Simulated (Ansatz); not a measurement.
# CH8AsNSi: inversion of the pyramid at N1, part 2 of 2

Wanted: the energy profile along the inversion of the pyramid at N1, from relaxed end points and a band of images. SMILES of the start: NC([SiH3])[AsH2].

Ansatz 0.2.0; RKS PBE0/def2-SVP. Earlier steps stand in the parts before.

### Step 6. Vibrations at the top

The geometry is the highest inner image of the first converged band.

input.yaml

```yaml
crystal:
  periodic: [false, false, false]
  atoms:
    - { symbol: "N", position_ang: [-0.738733, 1.394972, 0.588074] }
    - { symbol: C, position_ang: [0.234646, 0.355816, 0.487993] }
    - { symbol: Si, position_ang: [0.50383, -0.157882, -1.314942] }
    - { symbol: As, position_ang: [-0.242158, -1.17887, 1.716215] }
    - { symbol: H, position_ang: [-1.535995, 1.415142, -0.028127] }
    - { symbol: H, position_ang: [-0.571886, 2.215437, 1.147549] }
    - { symbol: H, position_ang: [1.207497, 0.713926, 0.866194] }
    - { symbol: H, position_ang: [-0.830398, -0.51816, -1.891932] }
    - { symbol: H, position_ang: [1.06008, 0.982366, -2.112162] }
    - { symbol: H, position_ang: [1.419862, -1.332296, -1.43545] }
    - { symbol: H, position_ang: [0.840847, -2.155117, 1.246419] }
    - { symbol: H, position_ang: [-1.27049, -1.790635, 0.764171] }
basis:
  gaussian: { orbitals: def2-SVP }
hamiltonian:
  xc: pbe0
phonons: {}
```

Started as:

```bash
> ansatz run input.yaml --threads 2 --pin off --max-ram 3072MiB --backend cpu --events-out ev --progress --plain --runs-dir out
```

Log (excerpt; [...] marks lines left out):

```text
Warning: RAYON_NUM_THREADS=2 ignored (pool sized by the plan → 2); use --threads N
[...]
Functional definition: PBE0
[...]
1275 factors; integrals over basis functions are off by at most 3.6e-4 eV
[...]
mean field -71349.73834228 eV, -2622.0545214891 hartree, gradient 6.5e-6 eV, S^2 0.000000; 0 other end points of the search recorded, 0 dependent functions left out
[...]
reference -71349.73836998 eV, -2622.0545225069 hartree; 34, 34 occupied and 84, 84 virtual orbitals, 1275 factors
[...]
1275 factors; integrals over basis functions are off by at most 3.6e-4 eV
mean field -71349.73813205 eV, -2622.0545137632 hartree, gradient 2.6e-6 eV, S^2 0.000000; 0 other end points of the search recorded, 0 dependent functions left out
[...]
reference -71349.73815975 eV, -2622.0545147813 hartree; 34, 34 occupied and 84, 84 virtual orbitals, 1275 factors
[...]
1275 factors; integrals over basis functions are off by at most 3.6e-4 eV
[...]
WARN: phonons: modes at or below zero, which the zero-point energy, F, S and C_V leave out: 1, the lowest at -554.38 cm⁻¹. A minimum has none, and a first-order saddle one
[...]
Atom 4 at    -1.535995     1.415142    -0.028127 Å, force     0.000289     0.001019    -0.001624 eV/Å
Atom 5 at    -0.571886     2.215437     1.147549 Å, force     0.006076    -0.000327    -0.002607 eV/Å
Atom 6 at     1.207497     0.713926     0.866194 Å, force    -0.001306     0.000750     0.001446 eV/Å
Atom 7 at    -0.830398    -0.518160    -1.891932 Å, force     0.001768    -0.000593    -0.000070 eV/Å
Atom 8 at     1.060080     0.982366    -2.112162 Å, force     0.000260     0.000205     0.001254 eV/Å
Atom 9 at     1.419862    -1.332296    -1.435450 Å, force     0.001976     0.000561    -0.000213 eV/Å
Atom 10 at     0.840847    -2.155117     1.246419 Å, force    -0.003104    -0.009745     0.005902 eV/Å
Atom 11 at    -1.270490    -1.790635     0.764171 Å, force    -0.004169     0.003817     0.001254 eV/Å
Dipole moment:     0.004191     0.317774    -0.050991 e Å
Vibrations: -554.38 103.10 141.50 188.15 211.65 246.57 266.74 438.59 600.95 633.17 710.07 784.99 813.72 921.02 938.14 944.90 993.85 1021.58 1101.24 1168.13 1330.58 1599.83 2182.21 2199.61 2211.77 2218.60 2236.96 3081.91 3662.78 3790.13 cm⁻¹, zero-point energy 2.277742 eV
```

Wall time 3 min (2 threads of Arm Neoverse V1, shared host); peak memory 0.3 GiB.

Of 30 modes, 1 is imaginary by more than 30 cm⁻¹ (554i cm⁻¹).

### Step 7. Another band, settings changed

crystal.atoms is end A as relaxed above, and neb.final_atoms is end B, turned to lie on A. With 3 inner images the band has 5 in all. The start path is listed, through a guess of the saddle.

input.yaml

```yaml
crystal:
  periodic: [false, false, false]
  atoms:
    - { symbol: "N", position_ang: [-0.843635, 1.380072, 0.515716] }
    - { symbol: C, position_ang: [0.19514, 0.368281, 0.439064] }
    - { symbol: Si, position_ang: [0.389811, -0.242928, -1.340613] }
    - { symbol: As, position_ang: [-0.332581, -1.113335, 1.668732] }
    - { symbol: H, position_ang: [-0.638068, 2.168696, -0.095715] }
    - { symbol: H, position_ang: [-0.933745, 1.753318, 1.459898] }
    - { symbol: H, position_ang: [1.196981, 0.683593, 0.807163] }
    - { symbol: H, position_ang: [-0.861136, -0.906244, -1.813658] }
    - { symbol: H, position_ang: [0.678024, 0.920771, -2.244519] }
    - { symbol: H, position_ang: [1.533757, -1.201374, -1.425157] }
    - { symbol: H, position_ang: [0.890559, -1.984302, 1.389593] }
    - { symbol: H, position_ang: [-1.198006, -1.88185, 0.673498] }
basis:
  gaussian: { orbitals: def2-SVP }
hamiltonian:
  xc: pbe0
neb:
  order_check: false
  images: 3
  f_tol: 0.03
  max_iterations: 60
  climbing: true
  final_atoms:
    - { symbol: "N", position_ang: [-0.62423223, 1.54595442, 0.44550634] }
    - { symbol: C, position_ang: [0.27865342, 0.41572301, 0.41775779] }
    - { symbol: Si, position_ang: [0.49388155, -0.1778911, -1.36750542] }
    - { symbol: As, position_ang: [-0.24645185, -1.04391493, 1.70502971] }
    - { symbol: H, position_ang: [-1.5626921, 1.28560096, 0.1479122] }
    - { symbol: H, position_ang: [-0.70571214, 1.95361678, 1.37546395] }
    - { symbol: H, position_ang: [1.27344892, 0.74554419, 0.76539044] }
    - { symbol: H, position_ang: [-0.85423488, -0.54660486, -1.90460163] }
    - { symbol: H, position_ang: [1.07570526, 0.89706333, -2.22926512] }
    - { symbol: H, position_ang: [1.38097834, -1.37952462, -1.41738834] }
    - { symbol: H, position_ang: [0.83558486, -2.05223344, 1.32205321] }
    - { symbol: H, position_ang: [-1.26782816, -1.69863574, 0.77364887] }
  initial_path:
    images:
      - { positions_ang: [[-0.843635, 1.380072, 0.515716], [0.19514, 0.368281, 0.439064], [0.389811, -0.242928, -1.340613], [-0.332581, -1.113335, 1.668732], [-0.638068, 2.168696, -0.095715], [-0.933745, 1.753318, 1.459898], [1.196981, 0.683593, 0.807163], [-0.861136, -0.906244, -1.813658], [0.678024, 0.920771, -2.244519], [1.533757, -1.201374, -1.425157], [0.890559, -1.984302, 1.389593], [-1.198006, -1.88185, 0.673498]] }
      - { positions_ang: [[-0.76384177, 1.38911904, 0.53601128], [0.23644874, 0.38184344, 0.45549948], [0.38654407, -0.23605591, -1.32166701], [-0.2314022, -1.09472655, 1.67862077], [-0.71877871, 2.07674251, -0.21967962], [-1.06299613, 1.61454491, 1.47173468], [1.24712788, 0.74299993, 0.79617039], [-0.85060631, -0.83535391, -1.77067465], [0.73980326, 0.90661678, -2.18958321], [1.48951882, -1.2421244, -1.38195327], [0.87018803, -2.02084907, 1.25182171], [-1.26490468, -1.73805878, 0.72770146]] }
      - { positions_ang: [[-0.68404854, 1.39816609, 0.55630656], [0.27775749, 0.39540587, 0.47193496], [0.38327714, -0.22918382, -1.30272102], [-0.1302234, -1.07611809, 1.68850953], [-0.79948941, 1.98478901, -0.34364424], [-1.19224726, 1.47577182, 1.48357137], [1.29727476, 0.80240686, 0.78517778], [-0.84007661, -0.76446382, -1.72769131], [0.80158251, 0.89246257, -2.13464743], [1.44528064, -1.2828748, -1.33874955], [0.84981706, -2.05739614, 1.11405042], [-1.33180336, -1.59426756, 0.78190492]] }
      - { positions_ang: [[-0.65414039, 1.47206026, 0.50090645], [0.27820545, 0.40556444, 0.44484637], [0.43857934, -0.20353746, -1.33511322], [-0.18833762, -1.06001651, 1.69676962], [-1.18109076, 1.63519498, -0.09786602], [-0.9489797, 1.7146943, 1.42951766], [1.28536184, 0.77397553, 0.77528411], [-0.84715575, -0.65553434, -1.81614647], [0.93864389, 0.89476295, -2.18195628], [1.41312949, -1.33119971, -1.37806895], [0.84270096, -2.05481479, 1.21805182], [-1.29981576, -1.64645165, 0.7777769]] }
      - { positions_ang: [[-0.62423223, 1.54595442, 0.44550634], [0.27865342, 0.41572301, 0.41775779], [0.49388155, -0.1778911, -1.36750542], [-0.24645185, -1.04391493, 1.70502971], [-1.5626921, 1.28560096, 0.1479122], [-0.70571214, 1.95361678, 1.37546395], [1.27344892, 0.74554419, 0.76539044], [-0.85423488, -0.54660486, -1.90460163], [1.07570526, 0.89706333, -2.22926512], [1.38097834, -1.37952462, -1.41738834], [0.83558486, -2.05223344, 1.32205321], [-1.26782816, -1.69863574, 0.77364887]] }
```

Started as:

```bash
> ansatz run input.yaml --threads 2 --pin off --max-ram 3072MiB --backend cpu --events-out ev --progress --plain --runs-dir out
```

Log (excerpt; [...] marks lines left out):

```text
Warning: RAYON_NUM_THREADS=2 ignored (pool sized by the plan → 2); use --threads N
[...]
Functional definition: PBE0
[...]
1273 factors; integrals over basis functions are off by at most 3.5e-4 eV
[...]
mean field -71349.86943424 eV, -2622.0593390299 hartree, gradient 1.5e-5 eV, S^2 0.000000; 0 other end points of the search recorded, 0 dependent functions left out
[...]
reference -71349.86946178 eV, -2622.0593400418 hartree; 34, 34 occupied and 84, 84 virtual orbitals, 1273 factors
1273 factors; integrals over basis functions are off by at most 8.2e-4 eV
[...]
mean field -71349.91161443 eV, -2622.0608891231 hartree, gradient 2.5e-5 eV, S^2 0.000000; 0 other end points of the search recorded, 0 dependent functions left out
[...]
reference -71349.91164232 eV, -2622.0608901483 hartree; 34, 34 occupied and 84, 84 virtual orbitals, 1273 factors
[...]
Atom 2 at     0.501059    -0.159336    -1.314150 Å, force     0.002690     0.000571    -0.002914 eV/Å
Atom 3 at    -0.244901    -1.179955     1.711837 Å, force     0.009442     0.004367    -0.006499 eV/Å
Atom 4 at    -1.524041     1.435112    -0.042268 Å, force    -0.003879     0.000385    -0.001956 eV/Å
Atom 5 at    -0.578613     2.206071     1.167997 Å, force    -0.002080     0.004788    -0.005592 eV/Å
Atom 6 at     1.208256     0.712394     0.863410 Å, force    -0.008655     0.005309     0.001602 eV/Å
Atom 7 at    -0.831334    -0.528531    -1.889352 Å, force    -0.000582    -0.000302    -0.000881 eV/Å
Atom 8 at     1.051242     0.980141    -2.116864 Å, force     0.001015    -0.000103     0.001157 eV/Å
Atom 9 at     1.423434    -1.329050    -1.428102 Å, force     0.001567    -0.001167    -0.000907 eV/Å
Atom 10 at     0.844461    -2.153684     1.251408 Å, force    -0.002828    -0.004050    -0.000088 eV/Å
Atom 11 at    -1.265388    -1.794830     0.753516 Å, force    -0.003899     0.000570     0.002543 eV/Å
Dipole moment:     0.006393     0.318383    -0.053204 e Å
this run last wrote the band of iteration 19 to <dir>
```

Wall time 3.4 min (2 threads of Arm Neoverse V1, shared host); peak memory 0.3 GiB.

### Step 8. Images and barrier

Images 0 and 4 are the ends. Energies count from image 0; the path length is the program's own measure over all atoms.

| image | path (Å) | energy (eV) | sum of angles at N1 (°) | band force (eV/Å) |
| --- | --- | --- | --- | --- |
| 0 | 0.000 | 0.0000 | 329.7 | - |
| 1 | 0.785 | 0.0569 | 333.7 | 0.006 |
| 2* | 1.571 | 0.1312 | 359.0 | 0.017 |
| 3 | 1.881 | 0.0106 | 346.2 | 0.015 |
| 4 | 2.192 | -0.0422 | 331.2 | - |

The star marks the climbing image.

image, energy (eV) and a bar:
```
        0      0.000 #######
        1      0.057 #################
        2      0.131 ##############################
        3      0.011 #########
        4     -0.042
```

### Step 9. Results

The summary covers parts 1 to 2.

| quantity | value |
| --- | --- |
| end A | 9 moves, 0.431 eV lower |
| end B | 12 moves, 0.670 eV lower |
| first band: barrier forwards | 0.13 eV |
| first band: barrier backwards | 0.17 eV |
| first band: second end relative to first | -0.042 eV |
| first band: highest image | 3 of 0 to 6, climbing |
| first band: band iterations | 19 |
| imaginary modes at the top | 554i cm⁻¹ |
| second band | top 0.131 eV above image 0, 19 iterations, 3 inner images |
| time, first and second band | 5.5 min and 3.4 min |

In words: In the first band: the top lies 0.13 eV above the first end, or 5 kT at room temperature; with a typical attempt rate of 10^13 per second that is roughly 10^11 events a second. The second end lies 0.042 eV below the first, so the way back costs 0.17 eV. One imaginary mode, as a first-order saddle point has. The second band's top agrees with the first's to 1 meV, so the changed settings hardly move the height. These are electronic energies, with no zero-point or thermal terms. Tunnelling, which matters where hydrogen moves, is missing too.
